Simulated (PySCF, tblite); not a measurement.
# C₃H₇GeOSi radical: geometry, infrared bands and EPR parameters

Wanted: the infrared bands and EPR parameters of C₃H₇GeOSi radical (`[GeH3][O]C1=[C]C[SiH2]1`), by calculation.

Computed with tblite 0.8.0 and PySCF 2.14.0, with density-fitted response routines of our own, on a single molecule in the gas phase. Atoms count from 0, in the outputs and in this text.

## (1) The starting structure

13 atoms, charge 0, multiplicity 2; geometry from: force field or distance geometry start.

Bonds of the start (Å): Ge0–O1 1.81, O1–C2 1.45, C2–C3 1.28, C3–C4 1.44, C4–Si5 1.80, Si5–C2 1.77, Ge0–H6 1.56, Ge0–H7 1.55, Ge0–H8 1.55, C4–H9 1.13, C4–H10 1.14, Si5–H11 1.47, Si5–H12 1.46.

## (2) Geometry optimisation with GFN2-xTB

Job settings and geometry (Å):

```
{"job": {"kind": "relax", "xc": "GFN2-xTB", "basis": "xTB"}, "charge": 0, "multiplicity": 2}
Ge    -2.496200     0.178900    -0.683900
O     -1.318700     0.281800     0.686700
C      0.051100     0.256300     0.221700
C      0.600400     0.988800    -0.671000
C      1.911100     0.402400    -0.591600
Si     1.417900    -0.775800     0.683300
H     -1.914500     0.937000    -1.917100
H     -2.664000    -1.337100    -0.943600
H     -3.845100     0.776000    -0.222600
H      2.242400    -0.099800    -1.543000
H      2.704500     1.135600    -0.234300
H      1.923400    -0.560400     2.050200
H      1.383200    -2.183200     0.286300
```

Started as:

```
$ OMP_NUM_THREADS=1 python probes_run.py task.json out
```

The driver reads the jobs from task.json and runs them one after another.

The log of the run:

```text
step      E/eV     max force
  0    -477.06984    8.444
  1    -477.82001    3.173
  2    -477.99466    0.861
  3    -478.07662    1.186
  4    -478.16217    0.623
  5    -478.18253    0.429
  6    -478.19747    0.229
  7    -478.20474    0.208
  8    -478.20892    0.172
  9    -478.21132    0.130
 10    -478.21306    0.104
 11    -478.21490    0.121
 12    -478.21705    0.134
 13    -478.21938    0.131
 14    -478.22184    0.141
 15    -478.22440    0.145
 16    -478.22689    0.173
 17    -478.22909    0.124
 18    -478.23079    0.117
 19    -478.23227    0.111
 20    -478.23402    0.134
 21    -478.23604    0.163
 22    -478.23789    0.148
 23    -478.23943    0.109
 24    -478.24093    0.134
 25    -478.24267    0.131
 26    -478.24468    0.168
 27    -478.24666    0.153
 28    -478.24833    0.098
 29    -478.24968    0.122
 30    -478.25112    0.147
 31    -478.25292    0.133
 32    -478.25483    0.150
 33    -478.25662    0.150
 34    -478.25836    0.110
 35    -478.26015    0.124
 36    -478.26194    0.128
 37    -478.26352    0.103
 38    -478.26474    0.079
 39    -478.26575    0.104
 40    -478.26675    0.088
 41    -478.26782    0.117
 42    -478.26898    0.111
 43    -478.27023    0.121
 44    -478.27144    0.128
 45    -478.27245    0.080
 46    -478.27313    0.082
 47    -478.27370    0.091
 48    -478.27441    0.093
 49    -478.27591    0.080
 50    -478.27665    0.086
 51    -478.27782    0.086
 52    -478.27914    0.109
 53    -478.28104    0.137
 54    -478.28289    0.115
 55    -478.28445    0.112
 56    -478.28556    0.090
 57    -478.28639    0.112
 58    -478.28738    0.098
 59    -478.28929    0.120
 60    -478.29076    0.141
 61    -478.29343    0.156
 62    -478.29634    0.176
 63    -478.29963    0.155
 64    -478.30306    0.173
 65    -478.30741    0.189
 66    -478.31237    0.225
 67    -478.30554    0.401
 68    -478.31956    0.117
 69    -478.32182    0.122
 70    -478.32516    0.168
 71    -478.32736    0.156
 72    -478.33537    0.162
 73    -478.34276    0.210
 74    -478.34610    0.196
 75    -478.34503    0.370
 76    -478.35320    0.198
 77    -478.35519    0.130
 78    -478.35831    0.102
 79    -478.36585    0.146
 80    -478.36846    0.170
 81    -478.37039    0.104
 82    -478.37163    0.071
 83    -478.37241    0.064
 84    -478.37304    0.075
 85    -478.37424    0.105
 86    -478.37661    0.132
 87    -478.37867    0.117
 88    -478.38022    0.108
 89    -478.38096    0.054
 90    -478.38133    0.038
 91    -478.38160    0.033
 92    -478.38181    0.039
 93    -478.38205    0.044
 94    -478.38240    0.033
 95    -478.38285    0.049
 96    -478.38328    0.055
 97    -478.38367    0.052
 98    -478.38406    0.054
 99    -478.38450    0.046
100    -478.38490    0.047
101    -478.38514    0.032
102    -478.38528    0.030
103    -478.38540    0.029
104    -478.38559    0.038
105    -478.38584    0.046
106    -478.38604    0.036
107    -478.38612    0.014
108    -478.38615    0.013
109    -478.38618    0.015
110    -478.38622    0.024
111    -478.38630    0.030
112    -478.38641    0.027
113    -478.38649    0.024
114    -478.38655    0.020
115    -478.38659    0.022
116    -478.38663    0.019
117    -478.38666    0.012
118    -478.38670    0.013
119    -478.38673    0.021
120    -478.38677    0.028
121    -478.38682    0.028
122    -478.38687    0.018
123    -478.38691    0.012
124    -478.38693    0.009
```

Wall time 0.64 s (1 thread of Arm Neoverse V2, shared host).

Along the way: (not every step is listed)

```tsv
step	energy from step 0 (eV)	largest force (eV/Å)
0	0.0000	8.4442
1	-0.7502	3.1733
2	-0.9248	0.8612
3	-1.0068	1.1862
4	-1.0923	0.6235
5	-1.1127	0.4290
6	-1.1276	0.2292
7	-1.1349	0.2080
8	-1.1391	0.1719
19	-1.1624	0.1108
30	-1.1813	0.1475
41	-1.1980	0.1174
52	-1.2093	0.1094
63	-1.2298	0.1546
74	-1.2763	0.1957
85	-1.3044	0.1053
96	-1.3134	0.0545
107	-1.3163	0.0141
118	-1.3169	0.0131
119	-1.3169	0.0210
120	-1.3169	0.0279
121	-1.3170	0.0277
122	-1.3170	0.0185
123	-1.3171	0.0121
124	-1.3171	0.0086
```

Distances of close pairs at the start and the end, largest changes first:

```tsv
bond	before (Å)	after (Å)	change (Å)
C2–Si5	1.774	1.903	+0.129
C4–Si5	1.805	1.932	+0.127
O1–C2	1.447	1.344	-0.103
C3–C4	1.438	1.502	+0.064
Ge0–H6	1.560	1.496	-0.064
Ge0–H8	1.546	1.494	-0.052
Ge0–H7	1.547	1.496	-0.051
C4–H10	1.138	1.088	-0.050
```

The next job starts from the end point, and lists it.

## (3) Harmonic vibrations with GFN2-xTB

Job settings and geometry (Å):

```
{"job": {"kind": "ir", "xc": "GFN2-xTB", "basis": "xTB"}, "charge": 0, "multiplicity": 2}
Ge    -2.516418     0.365728    -0.716383
O     -1.454890    -0.307168     0.549824
C     -0.158235    -0.205119     0.210416
C      0.408550     0.301936    -0.876360
C      1.902715     0.181911    -0.773899
Si     1.545053    -0.647131     0.933646
H     -2.167820     1.809462    -0.895287
H     -2.295172    -0.421144    -1.969396
H     -3.865060     0.151064    -0.110292
H      2.342461    -0.434971    -1.554560
H      2.413157     1.142592    -0.768199
H      1.976837     0.132846     2.089146
H      1.864434    -2.069521     1.002368
```

The log of the run:

```text
mode    cm-1     km/mol
  1      67.6      3.93
  2      90.5      5.69
  3     168.9      1.86
  4     217.5      3.71
  5     253.1      4.79
  6     352.4      9.73
  7     451.0     14.64
  8     473.9     19.04
  9     491.6     70.80
 10     516.9      3.00
 11     551.9    206.22
 12     562.2    111.42
 13     574.7     87.44
 14     645.4     19.33
 15     718.3    261.33
 16     731.1    284.41
 17     764.2     47.44
 18     766.8     37.02
 19     789.3    167.37
 20     817.8    106.51
 21    1009.8      1.57
 22    1043.9     38.14
 23    1095.5    127.84
 24    1172.6    146.58
 25    1462.9      0.65
 26    1632.2     90.29
 27    1966.6     37.48
 28    2038.9    462.92
 29    2062.4    452.19
 30    2277.9    469.46
 31    2278.9    155.86
 32    2986.0     42.02
 33    3002.9     39.31
```

Wall time 0.33 s (1 thread of Arm Neoverse V2, shared host).

Which atoms move in the most intense modes:

```tsv
cm⁻¹	km/mol	atoms
552	206.2	O1 37 %, Si5 21 %, H12 11 %, H11 11 %
718	261.3	H8 26 %, H6 25 %, H7 25 %
731	284.4	H12 35 %, H11 35 %
789	167.4	H8 60 %, H7 19 %, H6 19 %
2039	462.9	H6 49 %, H7 49 %
2062	452.2	H8 75 %, H6 12 %, H7 11 %
2278	469.5	H11 71 %, H12 24 %
2279	155.9	H12 72 %, H11 26 %
```

## (4) g tensor and hyperfine couplings: B3LYP/def2-TZVP-core+pcH-1

The job, as its differences from that of step 3:

```diff
@@ -1,2 +1,2 @@
-{"job": {"kind": "ir", "xc": "GFN2-xTB", "basis": "xTB"}, "charge": 0, "multiplicity": 2}
+{"job": {"kind": "epr", "basis": "pcH-1"}, "charge": 0, "multiplicity": 2}
 Ge    -2.516418     0.365728    -0.716383
```

Level: UKS B3LYP, def2-TZVP-core on Ge, pcH-1 on C H O Si, non-relativistic, mean-field spin-orbit, GIAO.

The log of the run:

```text
UKS, coarse grid
  cycle   1  E = -2560.05713282  |g| = 1.41e+00
  cycle   2  E = -2559.77999281  |g| = 1.28e+00
  cycle   3  E = -2560.09957767  |g| = 5.95e-01
  cycle   4  E = -2560.19707258  |g| = 2.28e-01
  cycle   5  E = -2560.21474664  |g| = 6.64e-02
  cycle   6  E = -2560.21684830  |g| = 2.65e-02
  cycle   7  E = -2560.21712524  |g| = 3.57e-03
  cycle   8  E = -2560.21713570  |g| = 1.81e-03
  cycle   9  E = -2560.21713943  |g| = 8.67e-04
UKS, final grid
  cycle   1  E = -2560.21712761  |g| = 9.94e-04
  cycle   2  E = -2560.21712707  |g| = 1.75e-03
  cycle   3  E = -2560.21712850  |g| = 3.44e-04
  cycle   4  E = -2560.21712861  |g| = 2.03e-04
  cycle   5  E = -2560.21712873  |g| = 6.17e-05
  cycle   6  E = -2560.21712874  |g| = 3.22e-05
  cycle   7  E = -2560.21712874  |g| = 8.03e-06
E = -2560.21712874 Eh   <S^2> = 0.7567 (exact 0.7500)
g shifts (ppm)      1          2          3
  rmc          -156       -156       -156
  gc              7         33          1
  oz_so        -850        148       1982
  total        -999         25       1828
hyperfine (MHz)  atom isotope    a_iso     a_fc   dipolar eigenvalues
    0  73Ge       0.93       0.84     -2.33      1.04      1.29
    1   17O     -23.55     -23.56     -4.76      0.24      4.53
    2   13C      -7.98      -7.94    -22.36     -7.82     30.18
    3   13C     276.70     276.72    -68.24    -52.76    120.99
    4   13C      14.33      14.30    -10.50     -8.71     19.21
    5  29Si    -175.02    -175.10    -14.90      5.76      9.14
    6    1H      12.44      12.43     -3.60     -2.07      5.67
    7    1H      11.74      11.73     -3.52     -2.00      5.52
    8    1H       5.36       5.35     -1.13     -0.77      1.90
    9    1H       6.21       6.20     -7.08     -4.18     11.26
   10    1H       6.31       6.30     -7.08     -4.19     11.26
   11    1H      44.95      44.95     -2.29     -0.35      2.64
   12    1H      44.10      44.10     -2.29     -0.35      2.65
```

Wall time 2.7 min (1 thread of Arm Neoverse V2, shared host); peak memory 1.2 GiB.

Principal g values 2.00132, 2.00234, 2.00415; g(iso) = 2.00260, against 2.00232 for a free electron.

Hyperfine couplings; where a row names several nuclei, a(iso) is their mean (it holds for fast rotation or exchange) and the dipolar term the largest among them:

```tsv
nuclei	isotope	a(iso) (MHz)	a(iso) (G, at g = 2.0023)	largest dipolar term (MHz)
C3	13C	276.7	98.7	121.0
Si5	29Si	-175.0	-62.5	-14.9
H11, H12	1H	44.5	15.9	2.6
O1	17O	-23.6	-8.4	-4.8
C4	13C	14.3	5.1	19.2
H6, H7, H8	1H	9.8	3.5	5.7
C2	13C	-8.0	-2.8	30.2
H9, H10	1H	6.3	2.2	11.3
Ge0	73Ge	0.9	0.3	-2.3
```

Mulliken spin populations:

Ge0 0.03; O1 -0.01; C2 -0.03; C3 0.81; C4 0.05; Si5 0.10; H6 0.00; H7 0.00; H8 0.00; H9 0.00; H10 0.00; H11 0.03; H12 0.03

In first order the couplings over 0.8 MHz of 1H give 36 distinct lines over 46.8 G, if the averaged nuclei exchange fast; the same motion can average rows kept apart here too.

The fields below are evaluated on a grid from the run's orbitals.

ELF in a plane through or near 7 of the atoms.

Ten even steps from ' ' (0.00) to '@' (1.00):
```
                                                        
                                                        
                                                        
                                                        
                  ....    ..--::                        
                ::==--..::++##++..                      
              ..==**++++**%%@@##..  ......              
              ::++==..%%%%==@@##....----::..            
              ::++----%%==****++  ........::            
            ..==##@@%%++==++%%--  ..==**--::--::..      
            ..++%%@@##::==####--....**++==--####==      
            ..----....--**....++****--**::##@@@@%%--    
            ..::  **##::@@++==%%++##::..**@@@@@@@@==    
            ..::::--==--@@##==##..##--..%%@@@@@@@@--    
            ..::==::..==##--::##@@%%::  ++@@@@@@##      
              ..----::::::  ..++##**..  ..%%@@##::      
                ......        ::--::      ::::          
                                                        
                                                        
                                                        
```
The map spans 12.7 Å across and 8.3 Å up, centred on the molecule. Atoms in the plane (x, y in Å): Ge0 (2.6, 0.0), O1 (1.2, -1.1), C2 (0.0, -0.5), C3 (-0.2, 0.8), C4 (-1.7, 1.0), Si5 (-1.8, -0.9), H8 (3.8, -0.9).

On the surface of density 0.002 e/bohr³ the electrostatic potential runs, from the 1st to the 99th percentile, from -1.18 V near O1 to 1.48 V near Ge0.

The spin density lies nearest to C3 64 %; C2 10 %; Si5 6 %; C4 6 %.

## (5) Results

```
                                                                  quantity                  value
                                 strongest single infrared mode (GFN2-xTB)  2278 cm⁻¹, 469 km/mol
                                              zero-point energy (GFN2-xTB)          48.7 kcal/mol
                                                            g(iso) (B3LYP)                2.00260
                                                                      ⟨S²⟩     0.757 (exact 0.75)
                                        largest a(iso) (averaged by class)   13C on C3, 276.7 MHz
potential on the surface of density 0.002 e/bohr³, 1st and 99th percentile     -1.18 V and 1.48 V
```

What this shows: The optimisation took 124 steps and gained 1.317 eV; among the close pairs (by a distance rule), C2–Si5 changed most, from 1.774 to 1.903 Å. No mode is imaginary among the 33: a minimum at this level. GFN2-xTB is a fitted tight-binding method: band positions and strengths are rough. Its intensities can rank the bands wrongly. C3 carries the largest spin population, 0.81 e. The isotropic g lies 0.3 ppt above the free-electron value. The hyperfine terms hold no scalar relativity, which the heavier nuclei need. These values are for one conformer; the search (at its own cheap level) found 2 more, at 0.00, 3.07 kcal/mol (those within 0.05 may be mirror or relabelled copies), and measured spectra average over such forms.
